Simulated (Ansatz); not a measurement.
**GaPHS+ (triplet): the correlation ladder, cc-pVDZ**

One table from this session's results is given with a row withheld; the runs are named, their logs left out.

The runs use Ansatz 0.2.0, Gaussian basis; cc-pVDZ, core rule «outside noble gas», up to 24 orbitals frozen.

Plan: UHF; CCSD(T) on ROHF; CCSD(T) on UHF; BCCD(T) on ROHF; CISD; CCSDT(Q) on ROHF; CCSDT(Q) on UHF; CASSCF and NEVPT2, 10 electrons in 11 orbitals.

27 further runs of the same task are left out: 6 for a known fault of the program, 9 that didn't finish, 12 set aside as unsound or not needed.

**The system**

The geometry is a PBE0/def2-TZVP stationary point (not a proven minimum) of the parent state, kept for this charge and spin. No spin-orbit coupling is included. The filled d shell of Ga may be among the frozen orbitals whatever the setting's name suggests; the logs give the count.

4 atoms, charge 1, spin multiplicity 3.

Atoms are counted from 1 here; the program's logs count them from 0.

Bond lengths: Ga1–P2 2.458 Å, P2–S3 2.082 Å, S3–H4 1.347 Å. Angles: Ga1–P2–S3 86.7°, P2–S3–H4 99.6°.

The first run:

The input, in.yaml:

```yaml
crystal:
  periodic: [false, false, false]
  atoms:
    - {symbol: Ga, position_ang: [0.000000, -0.181071, 1.254308]}
    - {symbol: P, position_ang: [0.000000, 1.130788, -0.824606]}
    - {symbol: S, position_ang: [0.000000, -0.690919, -1.833298]}
    - {symbol: H, position_ang: [0.000000, -0.243652, -3.103616]}
basis:
  gaussian: {orbitals: cc-pVDZ}
total_charge: 1
magnetization: {spin_polarized: true, initial_magnetization: 2}
hamiltonian: {xc: hf}
output: {orbitals: {seedname: orbitals}}
```

Command:

```
ansatz run in.yaml --threads 1 --pin off --events-out ev --progress --plain --max-ram 2393MiB
```

Among the steps run: UHF; CCSD(T) on ROHF; CCSD(T) on UHF; BCCD(T) on ROHF; CISD; CCSDT(Q) on ROHF; CCSDT(Q) on UHF; CASSCF and NEVPT2, 10 electrons in 11 orbitals.

One table of the session follows, with a row left open; its other results are not shown here.

| method | from UCCSDT(Q) (kcal/mol) |
| --- | --- |
| ROHF | +199.29 |
| UHF | +192.31 |
| RMP2 | +33.88 |
| UMP2 | +35.24 |
| RCCSD | +8.64 |
| UCCSD | +8.41 |
| RCCSD(T) | +1.62 |
| UCCSD(T) | +1.59 |
| BCCD(T) | ? |
| RCCSDT | +0.68 |
| UCCSDT | +0.60 |
| RCCSDT(Q) | +0.12 |
| UCCSDT(Q) | 0 |
| CASSCF valence | +150.44 |
| NEVPT2 valence | +27.57 |

Estimate the missing values for BCCD(T).

The run gave: from UCCSDT(Q) (kcal/mol): +1.55. In the column «from UCCSDT(Q) (kcal/mol)» it lies between RCCSDT (+0.68) and UCCSD(T) (+1.59).

Not comparable, so not listed: CISD (they don't share determinant, frozen orbitals or solution with the rows shown, or repeat one).

Caveats from the session: Restricted and unrestricted rows rest on different reference determinants; where their highest levels disagree by more than a few hundredths of an eV, they describe different states and don't form one ladder.
